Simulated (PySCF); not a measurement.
# C6H4BrNO: magnetic properties

What do calculations give for the magnetic properties of C6H4BrNO (`NC(=O)C#CC#CCBr`)?

Programs: PySCF 2.14.0, with routines of our own; each step states its level. All values are computed. Atoms count from 0.

## Step 1: The system as given

13 atoms, charge 0, multiplicity 1; geometry from: GFN2-xTB.

## Step 2: Magnetic properties: GIAO BHandHLYP/pcSseg-1

The job: settings as JSON, then the geometry in Å.

```
{"job": {"kind": "mag", "xc": "BHandHLYP", "basis": "pcSseg-1", "isotopologues": 0}, "charge": 0, "multiplicity": 1}
N     -3.153369    -0.130152     1.758459
C     -2.610463    -1.012937     0.883322
O     -3.128555    -2.061682     0.572618
C     -1.340807    -0.580809     0.350665
C     -0.273474    -0.337693    -0.168028
C      0.921092    -0.010055    -0.713866
C      1.987501     0.231125    -1.230487
C      3.248400     0.590682    -1.795709
Br     3.869970     2.354038    -1.112799
H     -4.039890    -0.352297     2.179745
H     -2.699225     0.733285     1.997146
H      3.186579     0.699235    -2.879191
H      4.027854    -0.122255    -1.524115
```

Level: GIAO BHandHLYP/pcSseg-1 magnetisability, rotational g tensor and spin-rotation constants, non-relativistic, gas phase.

Run with:

```console
> OMP_NUM_THREADS=1 python excited_run.py task.json out
```

One launch serves the whole session: the jobs run in the order shown.

What it wrote:

```text
coarse grid: 58600 points
cycle   1  E = -2934.3451675207  dE =  6.994e-01  |g| = 1.022e+00  |ddm| = 4.106e+00
cycle   2  E = -2934.1324905555  dE =  2.127e-01  |g| = 1.413e+00  |ddm| = 2.999e+00
cycle   3  E = -2934.5054293697  dE = -3.729e-01  |g| = 2.422e-01  |ddm| = 2.127e+00
cycle   4  E = -2934.5151750305  dE = -9.746e-03  |g| = 7.021e-02  |ddm| = 2.581e-01
cycle   5  E = -2934.5160875006  dE = -9.125e-04  |g| = 2.627e-02  |ddm| = 7.582e-02
cycle   6  E = -2934.5162382278  dE = -1.507e-04  |g| = 1.087e-02  |ddm| = 2.892e-02
cycle   7  E = -2934.5162689207  dE = -3.069e-05  |g| = 3.677e-03  |ddm| = 1.183e-02
cycle   8  E = -2934.5162725928  dE = -3.672e-06  |g| = 9.659e-04  |ddm| = 5.100e-03
final grid: 124016 points
cycle   9  E = -2934.5162665154  dE = -1.079e-07  |g| = 1.043e-03  |ddm| = 3.092e-03
cycle  10  E = -2934.5162662887  dE =  2.267e-07  |g| = 1.561e-03  |ddm| = 2.481e-03
cycle  11  E = -2934.5162667465  dE = -4.577e-07  |g| = 1.589e-04  |ddm| = 1.586e-03
cycle  12  E = -2934.5162667520  dE = -5.555e-09  |g| = 6.128e-05  |ddm| = 1.696e-04
cycle  13  E = -2934.5162667539  dE = -1.919e-09  |g| = 4.391e-05  |ddm| = 1.508e-04
cycle  14  E = -2934.5162667546  dE = -6.085e-10  |g| = 6.974e-06  |ddm| = 7.443e-05
converged SCF energy = -2934.5162667546

Magnetisability tensor (1e-30 J/T^2)
    -1582.04      -54.11       44.69
      -54.11    -1517.72       -3.32
       44.69       -3.32    -1486.93
isotropic -1528.90   principal values   -1623.32  -1506.25  -1457.11
isotropic susceptibility -92.072 1e-6 cm^3/mol

Inertial axes            a          b          c
rot. const./GHz      4.7609     0.2479     0.2360
chi total           -97.757    -90.710    -87.749
chi diamagnetic    -363.842  -4397.237  -4632.795
chi paramagnetic    266.084   4306.527   4545.046
quadrupole/D A      -11.897     11.844      0.053
g nuclear            0.5729     0.4979     0.5008
g electronic        -0.5951    -0.5015    -0.5038
g total             -0.0222    -0.0036    -0.0030

Spin-rotation constants (kHz, H = +C I.J)
atom  isotope        aa         bb         cc
  0    14N        0.501      0.014      0.017
  8   79Br        6.017      0.193      0.626
  9     1H        0.238     -0.023     -0.031
 10     1H       -0.132     -0.003     -0.031
 11     1H       -0.449     -0.018     -0.000
 12     1H       -0.450     -0.018     -0.000
  1    13C*       2.201      0.093      0.052
  2    17O*      -2.603     -0.162     -0.011
  3    13C*       0.152      0.076      0.086
  4    13C*       0.317      0.079      0.073
  5    13C*       0.405      0.076      0.076
  6    13C*       0.058      0.086      0.088
  7    13C*       0.758      0.034      0.042
* in the singly substituted isotopologue
```

It took 37 s on 1 thread of Arm Neoverse V1, shared host; peak memory 0.98 GiB.

From this job:

```csv
quantity,value
magnetisability,-1529·10⁻³⁰ J/T²
molar susceptibility,-92.1·10⁻⁶ cm³/mol
"rotational g (a, b, c)","-0.0222, -0.0036, -0.0030"
```

## Step 3: Magnetic properties: GIAO revPBE/ANO-RCC-VDZP

The job, as its differences from that of step 2:

```diff
@@ -1,2 +1,2 @@
-{"job": {"kind": "mag", "xc": "BHandHLYP", "basis": "pcSseg-1", "isotopologues": 0}, "charge": 0, "multiplicity": 1}
+{"job": {"kind": "mag", "xc": "revPBE", "basis": "ANO-RCC-VDZP"}, "charge": 0, "multiplicity": 1}
 N     -3.153369    -0.130152     1.758459
```

Level: GIAO revPBE/ANO-RCC-VDZP magnetisability, rotational g tensor and spin-rotation constants, non-relativistic, gas phase.

ANO-RCC is contracted for a relativistic Hamiltonian, so without one its core functions misfit and properties at heavier nuclei are off.

What it wrote:

```text
coarse grid: 58600 points
cycle   1  E = -2912.8602786489  dE =  1.447e+00  |g| = 9.388e-01  |ddm| = 5.517e+00
cycle   2  E = -2909.4422448879  dE =  3.418e+00  |g| = 3.003e+00  |ddm| = 5.301e+00
cycle   3  E = -2912.7441703530  dE = -3.302e+00  |g| = 9.446e-01  |ddm| = 5.296e+00
cycle   4  E = -2912.9960605655  dE = -2.519e-01  |g| = 4.864e-01  |ddm| = 1.565e+00
cycle   5  E = -2913.0138062591  dE = -1.775e-02  |g| = 3.880e-01  |ddm| = 8.778e-01
cycle   6  E = -2913.0546902583  dE = -4.088e-02  |g| = 1.291e-01  |ddm| = 5.845e-01
cycle   7  E = -2913.0585090373  dE = -3.819e-03  |g| = 6.785e-02  |ddm| = 1.852e-01
cycle   8  E = -2913.0595439079  dE = -1.035e-03  |g| = 2.039e-02  |ddm| = 7.445e-02
cycle   9  E = -2913.0596480518  dE = -1.041e-04  |g| = 5.208e-03  |ddm| = 2.437e-02
cycle  10  E = -2913.0596536564  dE = -5.605e-06  |g| = 2.009e-03  |ddm| = 6.853e-03
final grid: 124016 points
cycle  11  E = -2913.0600675961  dE =  3.392e-06  |g| = 4.104e-03  |ddm| = 6.849e-03
cycle  12  E = -2913.0600367358  dE =  3.086e-05  |g| = 1.114e-02  |ddm| = 1.676e-02
cycle  13  E = -2913.0600691022  dE = -3.237e-05  |g| = 3.262e-03  |ddm| = 1.464e-02
cycle  14  E = -2913.0600720333  dE = -2.931e-06  |g| = 3.198e-04  |ddm| = 3.547e-03
cycle  15  E = -2913.0600720595  dE = -2.624e-08  |g| = 1.235e-04  |ddm| = 4.199e-04
cycle  16  E = -2913.0600720629  dE = -3.370e-09  |g| = 2.872e-05  |ddm| = 1.202e-04
cycle  17  E = -2913.0600720631  dE = -2.137e-10  |g| = 5.119e-06  |ddm| = 3.242e-05
converged SCF energy = -2913.0600720631

Magnetisability tensor (1e-30 J/T^2)
    -1524.02      -47.40       28.80
      -47.40    -1487.46       -4.92
       28.80       -4.92    -1451.96
isotropic -1487.81   principal values   -1560.73  -1471.62  -1431.09
isotropic susceptibility -89.598 1e-6 cm^3/mol

Inertial axes            a          b          c
rot. const./GHz      4.7609     0.2479     0.2360
chi total           -93.888    -88.724    -86.182
chi diamagnetic    -362.267  -4394.224  -4629.757
chi paramagnetic    268.378   4305.500   4543.575
quadrupole/D A      -10.255     11.044     -0.789
g nuclear            0.5729     0.4979     0.5008
g electronic        -0.6003    -0.5014    -0.5037
g total             -0.0273    -0.0035    -0.0028

Spin-rotation constants (kHz, H = +C I.J)
atom  isotope        aa         bb         cc
  0    14N        0.494      0.016      0.017
  8   79Br        7.311      0.208      0.711
  9     1H        0.281     -0.022     -0.032
 10     1H       -0.092     -0.003     -0.031
 11     1H       -0.438     -0.017      0.002
 12     1H       -0.439     -0.017      0.002
  1    13C*       1.976      0.086      0.051
  2    17O*      -2.246     -0.147     -0.014
  3    13C*       0.256      0.070      0.079
  4    13C*       0.357      0.070      0.065
  5    13C*       0.442      0.069      0.068
  6    13C*       0.165      0.080      0.080
  7    13C*       0.769      0.034      0.045
* in the singly substituted isotopologue
```

It took 2.3 min on 1 thread of Arm Neoverse V1, shared host; peak memory 0.71 GiB.

From this job:

```csv
quantity,value
magnetisability,-1488·10⁻³⁰ J/T²
molar susceptibility,-89.6·10⁻⁶ cm³/mol
"rotational g (a, b, c)","-0.0273, -0.0035, -0.0028"
```

## Step 4: Magnetic properties side by side

```csv
level,ξ (10⁻³⁰ J/T²),g(a),g(b),gap (eV),functions,time
GIAO BHandHLYP/pcSseg-1,-1529,-0.0222,-0.0036,7.72,197,37 s
GIAO revPBE/ANO-RCC-VDZP,-1488,-0.0273,-0.0035,3.44,159,2.3 min
```

## Step 5: What came out

| quantity | value |
| --- | --- |
| magnetisability (step 2, GIAO BHandHLYP/pcSseg-1) | -1529·10⁻³⁰ J/T² |
| molar susceptibility (step 2, GIAO BHandHLYP/pcSseg-1) | -92.1·10⁻⁶ cm³/mol |
| rotational g (a, b, c) (step 2, GIAO BHandHLYP/pcSseg-1) | -0.0222, -0.0036, -0.0030 |
| magnetisability over the levels | -1529 to -1488·10⁻³⁰ J/T² |

Steps that list no spin-orbit terms leave them out, which matters at and beside the heavy atoms. The magnetisability spreads by 2.7 % over 2 levels, from GIAO BHandHLYP/pcSseg-1 (37 s) to GIAO revPBE/ANO-RCC-VDZP (2.3 min); the runs took 37 s to 2.3 min. Two levels can agree by chance, so this spread shows no convergence. Vibrational averaging and real surroundings are missing from these values.
